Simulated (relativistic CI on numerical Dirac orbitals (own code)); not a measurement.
# Nd LV (Nd⁵⁴⁺): levels and lines

What are the lowest levels and the strongest lines of Nd⁵⁴⁺? One CI run answers it; runs with one setting changed show what the result hangs on.

Program: relativistic CI on numerical Dirac orbitals (own code) version 2. Level of theory: Dirac-Coulomb-Breit CI, KLI orbitals optimised for each configuration, model QED (radiative potential, 1s self-energy scaled to tabulated hydrogen-like ionisation energies). These are calculated values, not measurements, unless marked.

### 1 What is computed

| Property | Result |
| --- | --- |
| ion | Nd⁵⁴⁺ (Nd LV) |
| nuclear charge | 60 |
| electrons | 6 |
| isotope | A = 142 |
| first configuration typed | [He] 2s2 2p2 |

The outer shells:

first configuration typed
```
[He] core
2s [↑↓]
2p [↑ ][↑ ][  ]
```

### 2 Base run

Input settings:

```ini
atom Nd  Z=60  charge=54  electrons=6
nucleus A=142  rms_radius_fm=4.9123
hamiltonian dirac-coulomb  breit=on  qed=on  c_scale=1
orbitals kli  potential=per-configuration
slater_scale 1
correlation none
mixing on
configurations
  [He] 2s2 2p2
  [He] 2s 2p3
  [He] 2p4
  [He] 2p3 3s
  [He] 2p3 3p
  [He] 2p3 3d
  [He] 2s2 2p 3s
  [He] 2s2 2p 3p
  [He] 2s2 2p 3d
  [He] 2s 2p2 3s
  [He] 2s 2p2 3p
  [He] 2s 2p2 3d
  [He] 2s2 2p 4s
  [He] 2s2 2p 4p
  [He] 2s2 2p 4d
  [He] 2s2 2p 4f
end
```

### 3 Correlation estimate p86

The settings differ from step 2 so:

```diff
@@ -5,3 +5,3 @@
 slater_scale 1
-correlation none
+correlation p86
 mixing on
```

### 4 The first 3 configurations alone

Input settings:

```ini
atom Nd  Z=60  charge=54  electrons=6
nucleus A=142  rms_radius_fm=4.9123
hamiltonian dirac-coulomb  breit=on  qed=on  c_scale=1
orbitals kli  potential=per-configuration
slater_scale 1
correlation none
mixing on
configurations
  [He] 2s2 2p2
  [He] 2s 2p3
  [He] 2p4
end
```

### 5 The first configuration alone

The settings differ from step 4 so:

```diff
@@ -9,4 +9,2 @@
   [He] 2s2 2p2
-  [He] 2s 2p3
-  [He] 2p4
 end
```

(Steps that only read results are left out.)

What does the calculation give? Wanted: lowest level; first excitation; lowest level of the other parity; fastest E1 line; ionisation energy.

As calculated:

| run | time | mean size of shift, levels followed (cm⁻¹) | lowest level | ionisation energy (eV) |
| --- | --- | --- | --- | --- |
| main run | 0.8 s | 0 | 2p2 [2p1/2^2] J=0 | 11383 |
| correlation estimate p86 | 0.8 s | 797 | 2p2 [2p1/2^2] J=0 | 11385 |
| the first 3 configurations alone | 0.066 s | 1474 | 2p2 [2p1/2^2] J=0 | - |
| the first configuration alone | 0.031 s | 19203 | 2p2 [2p1/2^2] J=0 | - |

The tabulated theoretical ionisation energy (NIST) is 11384 eV.

```
                                                                        quantity                                     value
                                                                    lowest level                         2p2 [2p1/2^2] J=0
                                                                first excitation                        2p2 3P1, 538.56 eV
                                                lowest level of the other parity         2s 2p3 [2s 2p3/2] J=2°, 756.13 eV
                                                             levels in the model                                       274
fastest E1 line (by rate) to the lowest level among the lowest 200 of 274 levels  0.1845 nm, from 2p 3d [2p1/2 3d3/2] J=1°
                                                               ionisation energy                                  11383 eV
                                 ionisation energy, tabulated theoretical (NIST)                                  11384 eV
```

What this shows: 2p2 [2p1/2^2] J=0 comes out lowest; its LS label holds 70 % and its jj label 100 %; over the low levels the means are 67 and 99 %, so jj coupling describes them better. The ionisation energy agrees with the tabulated theoretical value within its uncertainty of 5 eV. The largest mover is «the first configuration alone» (19203 cm⁻¹ on average). Lifetimes count radiative decay inside the model alone.
